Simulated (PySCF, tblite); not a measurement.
# C₆H₇FO: geometry, infrared bands and NMR shifts

What infrared bands and NMR shifts should C₆H₇FO (`C#C/C(C)=C(\F)OC`) show?

Computed with tblite 0.8.0 and PySCF 2.14.0, with density-fitted response routines of our own, on a single molecule in the gas phase. Atoms count from 0, in the outputs and in this text.

### 1 The molecule as given

15 atoms, charge 0, multiplicity 1; geometry from: force field or distance geometry start.

Bonds of the start (Å): C0–C1 1.19, C1–C2 1.45, C2–C3 1.50, C2–C4 1.34, C4–F5 1.36, C4–O6 1.37, O6–C7 1.43, C0–H8 1.07, C3–H9 1.10, C3–H10 1.10, C3–H11 1.08, C7–H12 1.09, C7–H13 1.10, C7–H14 1.09.

### 2 Optimising the geometry with GFN2-xTB

The job: settings as JSON, then the geometry in Å.

```
{"job": {"kind": "relax", "xc": "GFN2-xTB", "basis": "xTB"}, "charge": 0, "multiplicity": 1}
C     -1.978600     0.576100    -2.537000
C     -1.427400     0.479000    -1.491500
C     -0.747400     0.350500    -0.219000
C     -1.439300     0.934800     0.979500
C      0.438300    -0.260700    -0.158800
F      0.975200    -0.747200    -1.312100
O      1.122700    -0.396900     1.023000
C      2.363500    -1.073900     0.837100
H     -2.479400     0.666100    -3.472600
H     -0.866300     0.791400     1.912900
H     -2.415100     0.446000     1.135600
H     -1.605600     1.999500     0.859100
H      2.848800    -1.161200     1.814100
H      3.017800    -0.513900     0.159700
H      2.188600    -2.081500     0.448200
```

Command:

```
$ OMP_NUM_THREADS=1 python probes_run.py task.json out
```

One launch serves the whole session: the jobs run in the order shown.

**Question.** This job is followed by: GFN2-xTB harmonic vibrations, gas phase; GIAO PBE0/pcSseg-1 NMR shielding, non-relativistic, gas phase. What will the session give for the following? strongest single infrared mode (GFN2-xTB); zero-point energy (GFN2-xTB); 13C shifts against TMS (PBE0/pcSseg-1); 1H shifts against TMS (PBE0/pcSseg-1, means over atoms taken as alike); 19F shifts against CFCl3 (PBE0/pcSseg-1); 17O shifts against H2O (PBE0/pcSseg-1); surface potential, 1st and 99th percentile.

The runs gave:

| quantity | value |
| --- | --- |
| strongest single infrared mode (GFN2-xTB) | 1220 cm⁻¹, 366 km/mol |
| zero-point energy (GFN2-xTB) | 69.5 kcal/mol |
| 13C shifts against TMS (PBE0/pcSseg-1) | 174.6, 88.9, 83.4, 75.5, 55.0, 16.0 ppm |
| 1H shifts against TMS (PBE0/pcSseg-1, means over atoms taken as alike) | 3.98, 2.68, 1.77 ppm |
| 19F shifts against CFCl3 (PBE0/pcSseg-1) | -92.3 ppm |
| 17O shifts against H2O (PBE0/pcSseg-1) | 108.7 ppm |
| surface potential, 1st and 99th percentile | -1.11 V and 1.20 V |

What this shows: Over 36 steps the energy fell by 0.142 eV; of the close pairs, C1–C2 changed most, 1.449 to 1.413 Å. No mode is imaginary among the 39: a minimum at this level. The strongest single mode, at 1220 cm⁻¹, moves mainly C4 and O6. GFN2-xTB is a fitted tight-binding method: band positions and strengths are rough. Its intensities can rank the bands wrongly. The most deshielded carbon is C4 (alkene carbon bearing oxygen), at 174.6 ppm: an sp2 carbon further deshielded by the attached heteroatom. The most deshielded hydrogen is H12, H13, H14 (mean) (hydrogen on a methyl carbon bonded to O), at 3.98 ppm: its carbon carries O, which withdraws density. At PBE0/pcSseg-1: The widest tensor belongs to C1: span 298 ppm, with a paramagnetic part of -146 ppm.
